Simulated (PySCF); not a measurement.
**A diatomic session: KC**

What are the lowest state that PBE0 finds, the bond length, vibrational wavenumber and bond energy of KC, and how much do these hang on the method?

Method: K 6-311G(d,p), C 6-311G(d,p), no relativity; program: PySCF 2.14.0.

### 1 Set-up

Settings of the job:

- atoms: K, C
- charge: 0
- basis: K 6-311G(d,p), C 6-311G(d,p)
- Hamiltonian: no relativity
- basis functions: 57
- electrons treated: 25
- masses in u: 38.9637, 12.0000
- levels: PBE0, PBE, r²SCAN, BHandHLYP, BLYP, MN15, HF, MP2, SCS-MP2, CCSD, CCSD(T)
- grid: 80 radial by 434 angular points
- occupations: held fixed by the projection of orbital angular momentum
- dissociation limit: K + C, each in its ground configuration
- starting distance in angstrom: 2.655
- values of 2S to try: 1, 3

On the command line:

```sh
$ OMP_NUM_THREADS=1 python dia.py task.json out
```

Further steps of the session: The PBE0 curve of the state that the search chose; Other states along the same grid; PBE (GGA); r²SCAN (meta-GGA); BHandHLYP; BLYP (GGA); MN15 (hybrid meta-GGA); UHF (mean field); Correlated methods on the Hartree–Fock reference.

Q: Predict the outcome of this session. Wanted: for each run, Re; ωe; De; μ.

**Answer**, as computed:

Lowest PBE0 solution found, without spin–orbit coupling: ⁴Σ⁻ (quartet), unpaired electrons σ ↑, π ↑↑. State 2 has its PBE0 minimum 0.74 eV higher, as a spin-mixed determinant (⟨S²⟩ = 1.76), so this is no gap between pure states. State 3 has its PBE0 minimum 0.75 eV higher, as a spin-mixed determinant (⟨S²⟩ = 1.76), so this is no gap between pure states. State 4 has its PBE0 minimum 1.51 eV higher. The other levels ran on the lowest alone.

| level | Re (Å) | ωe (cm⁻¹) | De (eV) | μ (D) |
| --- | --- | --- | --- | --- |
| UHF | 2.580 | 367 | 1.35 | -10.02 |
| UHF-MP2 | 2.536 | 376 | 1.76 | n/a |
| UHF-SCS-MP2 | 2.542 | 375 | 1.56 | n/a |
| UHF-CCSD | 2.544 | 373 | 1.63 | n/a |
| UHF-CCSD(T) | 2.541 | 372 | 1.65 | n/a |
| PBE | 2.527 | 344 | 2.22 | -7.64 |
| BLYP | 2.557 | 329 | 1.94 | -7.33 |
| r²SCAN | 2.523 | 361 | 2.29 | -8.64 |
| PBE0 | 2.513 | 364 | 2.10 | -8.60 |
| MN15 | 2.517 | 364 | 2.04 | -8.93 |
| BHandHLYP | 2.523 | 370 | 1.73 | -9.09 |

De is counted to K + C in their ground configurations. A positive dipole means K(−)C(+).

Differences from CCSD(T) in the same basis:

| level | Re (mÅ) | ωe (%) |
| --- | --- | --- |
| UHF | +39 | -1.4 |
| UHF-MP2 | -5 | +1.1 |
| UHF-SCS-MP2 | +1 | +0.7 |
| UHF-CCSD | +2 | +0.1 |
| PBE | -15 | -7.6 |
| BLYP | +16 | -11.7 |
| r²SCAN | -18 | -2.9 |
| PBE0 | -28 | -2.4 |
| MN15 | -24 | -2.3 |
| BHandHLYP | -18 | -0.7 |

**Reading.** Against CCSD(T) in the same basis, the bond length is nearest at UHF-SCS-MP2 (+1 mÅ) and farthest at UHF (+39 mÅ); the wavenumber is nearest at UHF-CCSD (+0.1 %) and farthest at BLYP (-11.7 %). CCSD(T) in a basis this small is itself some way from its limit, more so than the functionals. Of the levels with a De here, UHF gives the least (1.35 eV) and r²SCAN the most (2.29 eV).

Correlated steps freeze 6 core orbitals.
